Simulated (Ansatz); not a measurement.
## C₂H₅BO, SMILES BC1CO1: a rigid scan of one bond length, step by step

Program: the Python package of Ansatz (0.2.0).

Notebook, run cell by cell (the value of a cell's last expression is shown):

In [1]:
```python
from dataclasses import dataclass

import ansatz as az
import matplotlib.pyplot as plt
import numpy as np
```

In [2]:
```python
@dataclass(frozen=True)
class Options:
    basis: str = 'cc-pVDZ'
    functional: str = 'B3LYP'
```

In [3]:
```python
opts = Options()
```

In [4]:
```python
GEOMETRY = '''
B    -0.63100    0.94250   -0.73890
C     0.52040    0.10760   -0.19590
C     0.17640   -0.83420    0.88470
O     0.36910   -1.24570   -0.44580
H    -0.91110    0.99630   -1.92600
H    -1.32560    1.65920   -0.01180
H     1.61250    0.37790   -0.37580
H    -0.79960   -0.86400    1.26050
H     1.07750   -1.18600    1.53200
'''
```

In [5]:
```python
mol = az.Crystal.molecule()
for line in GEOMETRY.strip().splitlines():
    symbol, *xyz = line.split()
    mol = mol.atom(symbol, [float(v) for v in xyz])
```

In [6]:
```python
symbols = [site.symbol for site in mol.cartesian_sites]
start = np.array([site.position_ang for site in mol.cartesian_sites])
axis = (start[4] - start[0]) / np.linalg.norm(start[4] - start[0])
moving = [4]
lengths, energies = [1.04, 1.12, 1.22, 1.34, 1.53, 1.83, 2.2, 2.69], []
for length in lengths:
    xyz = start.copy()
    xyz[moving] += (length - np.linalg.norm(start[4] - start[0])) * axis
    point = az.Crystal.molecule()
    for symbol, place in zip(symbols, xyz):
        point = point.atom(symbol, place.tolist())
    setup = (
        point.calculation()
        .basis(gaussian=opts.basis)
        .functional(opts.functional)
    )
    r = setup.run(threads=1, pin='off').report
    energies.append(r['free_energy_ev'])
    print(f'r = {length:6.3f} A  E = {energies[-1]:.5f} eV  <S^2> = {abs(r["mean_field"]["state"]["spin_squared"]):.3f}')
```
```text
r =  1.040 A  E = -4875.91165 eV  <S^2> = 0.000
r =  1.120 A  E = -4876.24322 eV  <S^2> = 0.000
r =  1.220 A  E = -4876.34326 eV  <S^2> = 0.000
r =  1.340 A  E = -4876.17934 eV  <S^2> = 0.000
r =  1.530 A  E = -4875.60479 eV  <S^2> = 0.000
r =  1.830 A  E = -4874.47855 eV  <S^2> = 0.000
r =  2.200 A  E = -4873.20748 eV  <S^2> = 0.000
r =  2.690 A  E = -4871.94664 eV  <S^2> = 0.000
```

In [7]:
```python
print('energy above the lowest point (eV):', [round(e - min(energies), 3) for e in energies])
plt.figure(figsize=(4.5, 3))
plt.plot(lengths, np.array(energies) - min(energies), 'o-')
plt.xlabel('bond length (A)')
plt.ylabel('E - E(min) (eV)')
plt.tight_layout()
plt.savefig('scan.png', dpi=100)
```
```text
energy above the lowest point (eV): [0.432, 0.1, 0.0, 0.164, 0.738, 1.865, 3.136, 4.397]
```

What to keep in mind:
- Total energies depend on the basis set; only differences at equal settings carry meaning.
- The rest of the molecule is held rigid at a force-field or estimated start geometry, and the basis set is modest; single-reference methods fail as a bond breaks.
- b3lyp holds the VWN-RPA fit, as in Gaussian; the form of ORCA and Turbomole is b3lyp5.
- The orbitals are restricted, so S² is zero by construction.
- Toward dissociation an unrestricted state can lie under the restricted one, by tenths of an eV for polar bonds under a functional and by 1 to 2 eV or more for others.
- Timing: 12 s on 1 thread of Arm Neoverse V2, with other jobs on the host, peak memory 0.25 GiB.
